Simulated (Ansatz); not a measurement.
What does this script print? It uses Ansatz 0.2.0, Python API.

`kna3h4_vcrelax.py`:
```python
"""Cell relaxation of KNa3H4."""

import ansatz as az
import matplotlib.pyplot as plt
import numpy as np

ECUT = 420
SMEARING = "fixed"
FMAX = 0.005

def edges_and_angles(cell):
    cell = np.asarray(cell)
    a, b, c = np.linalg.norm(cell, axis=1)
    cosines = cell[1] @ cell[2] / (b * c), cell[0] @ cell[2] / (a * c), cell[0] @ cell[1] / (a * b)
    return (a, b, c, *np.degrees(np.arccos(cosines)))


def main() -> None:
    system = (
        az.Lattice.of((5.118641, 0.0, 0.0), (0.0, 5.118641, 0.0), (0.0, 0.0, 5.118641))
        .atom("K", (0.5, 0.5, 0.5))
        .atom("Na", (0.0, 0.0, 0.5))
        .atom("Na", (0.0, 0.5, 0.0))
        .atom("Na", (0.5, 0.0, 0.0))
        .atom("H", (0.0, 0.0, 0.0))
        .atom("H", (0.5, 0.5, 0.0))
        .atom("H", (0.5, 0.0, 0.5))
        .atom("H", (0.0, 0.5, 0.5))
    )

    # only the volume may change
    base = (
        system.calculation()
        .basis(ECUT)
        .functional(az.Functional.PBESOL)
        .pseudopotentials("paw")
        .occupations(SMEARING)
        .kpoints(4)
        .relax(force_tolerance=FMAX, max_steps=30, fix_cell=["shape"])
    )
    steps = []


    def follow(event):
        if event["event"] != "relax_step":
            return
        row = event["data"]
        steps.append(row)
        print(f"step {row['step']:3d}  E = {row['lagrangian_ev']:.5f} eV  largest force component = {row['allowed_force_max_ev_ang']:.4f} eV/A  P = {row['pressure_gpa']:.3f} GPa")


    out = base.session().plan(threads=1).execute(on_event=follow)
    rep = out.report

    first, last = steps[0], steps[-1]
    symbols = [site.symbol for site in out.lattice.sites]
    print(f"energy gained {first['lagrangian_ev'] - last['lagrangian_ev']:.4f} eV in {len(steps) - 1} steps")
    for label, vectors in (("before", first["cell_ang"]), ("after", out.lattice.cell_ang)):
        print(label, "a b c (A) {:.4f} {:.4f} {:.4f}  angles {:.2f} {:.2f} {:.2f}".format(*edges_and_angles(vectors)), f" V = {abs(np.linalg.det(vectors)):.3f} A^3")
    print("final stress xx yy zz (GPa, compression positive):", np.round(np.diag(rep["stress_gpa"]), 3) + 0.0)

    fig, (top, bottom) = plt.subplots(2, 1, sharex=True, figsize=(4.5, 4))
    top.plot([s["lagrangian_ev"] - last["lagrangian_ev"] for s in steps], "o-")
    top.set_ylabel("E - E(final) (eV)")
    bottom.semilogy([max(s["allowed_force_max_ev_ang"], 1e-6) for s in steps], "s-")
    bottom.set(xlabel="step", ylabel="largest force (eV/A)")
    fig.tight_layout()
    fig.savefig("relax.png", dpi=100)

    change = np.array(last["positions_ang"]) @ np.linalg.inv(last["cell_ang"]) - np.array(first["positions_ang"]) @ np.linalg.inv(first["cell_ang"])
    moved = np.linalg.norm(change @ np.array(last["cell_ang"]), axis=1)
    print("displacement within the cell, strain taken out (A):", " ".join(f"{s}:{d:.3f}" for s, d in zip(symbols, moved)))

    print("%-22s %14.5f eV" % ("F = E - TS", rep["free_energy_ev"]))
    print("%-22s %14.5f eV" % ("E", rep["internal_energy_ev"]))
    print("%-22s %14.5f eV" % ("Harris-Foulkes", rep["harris_foulkes_ev"]))
    print("%-22s %14.5f eV" % ("Fermi level", rep["fermi_energy_ev"]))


if __name__ == "__main__":
    main()
```

`python kna3h4_vcrelax.py` gives:
```text
step   1  E = -6007.43610 eV  largest force component = 0.0000 eV/A  P = -0.709 GPa
step   2  E = -6007.44852 eV  largest force component = 0.0000 eV/A  P = 0.013 GPa
step   3  E = -6007.44719 eV  largest force component = 0.0000 eV/A  P = 0.007 GPa
energy gained 0.0111 eV in 2 steps
before a b c (A) 5.1186 5.1186 5.1186  angles 90.00 90.00 90.00  V = 134.111 A^3
after a b c (A) 5.0554 5.0554 5.0554  angles 90.00 90.00 90.00  V = 129.200 A^3
final stress xx yy zz (GPa, compression positive): [0.007 0.007 0.007]
displacement within the cell, strain taken out (A): K:0.000 Na:0.000 Na:0.000 Na:0.000 H:0.000 H:0.000 H:0.000 H:0.000
F = E - TS                -6007.44719 eV
E                         -6007.44719 eV
Harris-Foulkes            -6007.44719 eV
Fermi level                   1.26316 eV
```

Caveats:
- Total energies depend on the potentials; only differences at equal settings carry meaning. A total without «per atom» is that of the cell as typed.
- Forces vanish by symmetry, so the ions can't move, and the end may be a saddle.
- With fixed filling the reported Fermi level is the top filled level among the k-points of the SCF.
- Only differences from the Fermi energy are physical; the zero of the scale is a convention.
- Energies along a relaxation are free energies. Rows at an unchanged volume are solved on a plane-wave basis chosen afresh for that cell, so the energy jumps there and such rows are no steps of the walk.
- The structure comes from a database of computed cells and needn't be a stable or known phase.
- Wall time of the script: 2.7 s on 1 thread of AMD EPYC 9R45 96-Core Processor (Zen 5) (shared host), peak memory 0.49 GiB.

(A comment or docstring line of the script was reworded after the run, the code is as it ran; lines on the test bed's own set-up are left out of the output.)
